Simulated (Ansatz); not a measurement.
This was printed by a script on the Ansatz DFT code, driven from Python, for a single point of Na₃YF₆, space group Fm-3m. What did the script look like? Settings: PBEsol, PAW, cutoff 530 eV, 2×2×2 k-points, Fermi-Dirac smearing of 0.05 eV, D4 dispersion.

```
Na Y F
1.0
     0.00000    4.38490    4.38490
     4.38490    0.00000    4.38490
     4.38490    4.38490    0.00000
Na Y F
3 1 6
Direct
  0.75000 0.75000 0.75000
  0.25000 0.25000 0.25000
  0.50000 0.50000 0.50000
  0.00000 0.00000 0.00000
  0.75313 0.24687 0.24687
  0.24687 0.24687 0.75313
  0.24687 0.75313 0.75313
  0.24687 0.75313 0.24687
  0.75313 0.24687 0.75313
  0.75313 0.75313 0.24687
```

```console
$ python na3yf6_scf.py
free energy      -13040.10112 eV
per atom         -1304.01011 eV
SCF iterations   7  (converged: True)
top filled band: band 40, participation ratio 0.054 of the cell
lowest empty band: band 41, participation ratio 0.499 of the cell
energy terms (eV)
  e_band                          -1080.00631
  e_kinetic                        1903.87081
  e_local                         -8464.83780
  e_nonlocal                        841.75814
  e_hartree                        3081.69598
  e_xc                             -760.79339
  e_vxc                            -958.02642
  e_paw                           -4695.44263
  e_vpaw                           -566.16327
  e_augmentation_tail                 0.00345
  e_ewald                         -4946.57482
  e_disp                             -0.34838
  e_core_change                       0.56751
band  energy (eV)  occupation, at k = [0.0, 0.0, 0.0]
   1     -48.8283    2.0000
   2     -48.8282    2.0000
   3     -45.6897    2.0000
   4     -37.6930    2.0000
   5     -20.8915    2.0000
   6     -20.8915    2.0000
   7     -20.8915    2.0000
   8     -20.8895    2.0000
   9     -20.8895    2.0000
  10     -20.8895    2.0000
  11     -19.9528    2.0000
  12     -19.9528    2.0000
  13     -19.9528    2.0000
  14     -19.1083    2.0000
  15     -18.9834    2.0000
  16     -18.9834    2.0000
  17     -17.8275    2.0000
  18     -17.8275    2.0000
  19     -17.8275    2.0000
  20     -16.6667    2.0000
  21     -16.6667    2.0000
  22     -16.6667    2.0000
  23      -1.7793    2.0000
  24      -1.5198    2.0000
  25      -1.5198    2.0000
  26      -1.5198    2.0000
  27      -1.3290    2.0000
  28      -1.3290    2.0000
  29      -0.8969    2.0000
  30      -0.8969    2.0000
  31      -0.8969    2.0000
  32      -0.3359    2.0000
  33      -0.3359    2.0000
  34      -0.3359    2.0000
  35      -0.1148    2.0000
  36      -0.1148    2.0000
  37      -0.1148    2.0000
  38       0.0872    2.0000
  39       0.0872    2.0000
  40       0.0872    2.0000
  41       5.2189    0.0000
  42       8.5433    0.0000
  43       8.5433    0.0000
  44       8.5433    0.0000
  45       8.7155    0.0000
  46      11.3826    0.0000
  47      11.3826    0.0000
  48      11.4526    0.0000
  49      11.4526    0.0000
  50      11.4526    0.0000
densities in e/A^3, potentials in eV, ELF without unit
bands_c1_c1.rho.npy (48, 48, 48)     min     0.0000  mean     0.0119  max     0.1533
bands_c1_c1.rho_filtered.npy (48, 48, 48)     min     0.0000  mean     0.0109  max     0.0502
bands_c1_c1.rho_soft.npy (48, 48, 48)     min     0.0000  mean     0.0109  max     0.0557
bands_v1_v1.rho.npy (48, 48, 48)     min    -0.0174  mean     0.0119  max     0.6698
bands_v1_v1.rho_filtered.npy (48, 48, 48)     min    -0.0000  mean     0.0076  max     0.1468
bands_v1_v1.rho_soft.npy (48, 48, 48)     min    -0.0000  mean     0.0077  max     0.1684
elf.npy          (48, 48, 48)     min     0.0019  mean     0.2318  max     0.8669
rho.npy          (48, 48, 48)     min     0.0072  mean     0.4744  max    20.7175
v_es.npy         (48, 48, 48)     min   -91.1701  mean     2.0450  max     8.4084
v_tot.npy        (48, 48, 48)     min  -114.1098  mean    -5.9247  max     4.4970
```

One script that gives this output:

The script, `na3yf6_scf.py`:
```python
"""Self-consistent field of Na3YF6 at the given structure."""

from pathlib import Path

import ansatz as az
import numpy as np

crystal = (
    az.Lattice.from_parameters(6.201184, 6.201184, 6.201184, alpha=60.0, beta=60.0, gamma=60.0)
    .atom("Na", (0.75, 0.75, 0.75))
    .atom("Na", (0.25, 0.25, 0.25))
    .atom("Na", (0.5, 0.5, 0.5))
    .atom("Y", (0.0, 0.0, 0.0))
    .atom("F", (0.753135, 0.246865, 0.246865))
    .atom("F", (0.246865, 0.246865, 0.753135))
    .atom("F", (0.246865, 0.753135, 0.753135))
    .atom("F", (0.246865, 0.753135, 0.246865))
    .atom("F", (0.753135, 0.246865, 0.753135))
    .atom("F", (0.753135, 0.753135, 0.246865))
)

# settings of the run
model = crystal.calculation()
model = model.mixing("anderson").occupations("fermi_dirac", width=0.05)
model = model.basis(530)
model = model.functional("PBEsol", dispersion="D4")
model = model.scf(lower_state_search="off")
model = model.kpoints(2, 2, 2).compute(band_table=True, density=True, potential=True, electron_localization_function=True, output_files={"volumetric_format": "npy"})
model = model.band_densities([("v1", "v1"), ("c1", "c1")])
res = model.run(threads=1, backend="cpu")
report = res.report

print(f"free energy      {report['free_energy_ev']:.5f} eV")
print(f"per atom         {report['free_energy_ev'] / len(res.lattice.sites):.5f} eV")
print(f"SCF iterations   {report['n_iterations']}  (converged: {report['converged']})")

# how spread out the top filled and lowest empty bands are
for name, window in zip(("top filled band", "lowest empty band"), res.band_densities().windows):
    field = window.outcome.density.channels[0].density_e_per_ang3
    ratio = field.mean() ** 2 / np.mean(field ** 2)
    print(f"{name}: band {window.window.first}, participation ratio {ratio:.3f} of the cell")

print("energy terms (eV)")
for term, value in report["components"].items():
    if abs(value) > 1e-9:
        print(f"  {term:26s} {value:16.5f}")

print("band  energy (eV)  occupation, at k =", report["kpoints_frac"][0])
for band, (e, occ) in enumerate(zip(report["eigenvalues_ev"][0], report["occupations"][0]), start=1):
    print(f"{band:4d} {e:12.4f} {occ:9.4f}")

folder = Path(res.write_results("fields"))
print("densities in e/A^3, potentials in eV, ELF without unit")
for name in sorted(p.name for p in folder.glob("*.npy")):
    field = np.load(folder / name)
    print(f"{name:16s} {str(field.shape):16s} min {field.min():10.4f}  mean {field.mean():10.4f}  max {field.max():10.4f}")
```

What to keep in mind:
- These settings explore the input space; cutoff and mesh may be short of convergence.
- Spin is left out of this run.
- The energy terms are those on the plane-wave grid, with the one-centre PAW part apart; e_band, e_vxc and e_vpaw aren't summands of the total.
- The k-point mesh is coarse, and energy and stress weren't tested for convergence.
- Densities and potentials on the grid are those of the valence electrons, and inside the cores they hang on the potentials used.
- This cell is a computed structure, which may not be the phase found in nature.
- Gaps and levels are Kohn-Sham values on a finite set of k-points, without spin-orbit coupling.
- It ran for 3.2 s on 1 thread of Arm Neoverse V1 (shared host), peak memory 0.46 GiB.

(Lines on the test bed's own set-up are left out of the output.)
